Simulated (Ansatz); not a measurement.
# H8O2W: the cost of one run

All numbers below are computed with Ansatz 0.2.0 (RKS PBE/def2-SVP).

**1. Starting point**

Bond lengths: W1–H2 2.070 Å, W1–H3 1.720 Å, W1–H4 1.720 Å, W1–H5 1.720 Å, W1–O6 1.940 Å, O6–H7 1.010 Å, W1–H8 1.720 Å, W1–O9 2.240 Å, O9–H10 1.010 Å, W1–H11 2.196 Å. Angles (14 of 30 angles, heavy atoms first): O6–W1–O9 133.2°, H2–W1–O6 90.0°, H2–W1–O9 71.6°, H3–W1–O6 90.0°, H3–W1–O9 48.9°, H4–W1–O6 180.0°, H4–W1–O9 46.8°, H5–W1–O6 90.0°, H5–W1–O9 131.1°, O6–W1–H8 90.0°, O6–W1–H11 110.3°, H8–W1–O9 108.4°, O9–W1–H11 42.9°, W1–O6–H7 109.5°.

Coordinates:

```xyz
11

W     0.0000    0.0000    0.0000
H     0.0000    0.0000    2.0700
H     1.7200    0.0000    0.0000
H     0.0000    1.7200    0.0000
H    -1.7200    0.0000    0.0000
O     0.0000   -1.9400    0.0000
H     0.3816   -2.2771    0.8723
H     0.0000    0.0000   -1.7200
O     1.4721    1.5335    0.7063
H     2.2027    1.0805    1.2365
H     0.7317    0.7622    1.9256
```

**2. A restrained relaxation towards end A**

Springs on the bonds that form and break draw the guess towards this end; the thresholds are loose.

input.yaml

```yaml
crystal:
  periodic: [false, false, false]
  atoms:
    - { symbol: W, position_ang: [0.0, 0.0, 0.0] }
    - { symbol: H, position_ang: [0.0, 0.0, 2.07] }
    - { symbol: H, position_ang: [1.72, 0.0, 0.0] }
    - { symbol: H, position_ang: [0.0, 1.72, 0.0] }
    - { symbol: H, position_ang: [-1.72, 0.0, 0.0] }
    - { symbol: O, position_ang: [0.0, -1.94, 0.0] }
    - { symbol: H, position_ang: [0.3816, -2.2771, 0.8723] }
    - { symbol: H, position_ang: [0.0, 0.0, -1.72] }
    - { symbol: O, position_ang: [1.4721, 1.5335, 0.7063] }
    - { symbol: H, position_ang: [2.2027, 1.0805, 1.2365] }
    - { symbol: H, position_ang: [0.7317, 0.7622, 1.9256] }
basis:
  gaussian: { orbitals: def2-SVP }
hamiltonian:
  xc: pbe
relax:
  f_tol: 0.15
  max_steps: 25
  restrain:
    - { distance: [0, 8], at: 3.14, k: 30.0 }
    - { distance: [10, 1], at: 1.86, k: 30.0 }
    - { distance: [0, 1], at: 1.72, k: 30.0 }
    - { distance: [10, 8], at: 1.01, k: 30.0 }
```

Started as:

```
> ansatz run input.yaml --threads 2 --pin off --max-ram 3072MiB --backend cpu --events-out ev --progress --plain --runs-dir out
```

What time and memory should one allow on 2 threads of Arm Neoverse V2, shared host?

About 31 s, with a peak of 0.14 GiB.
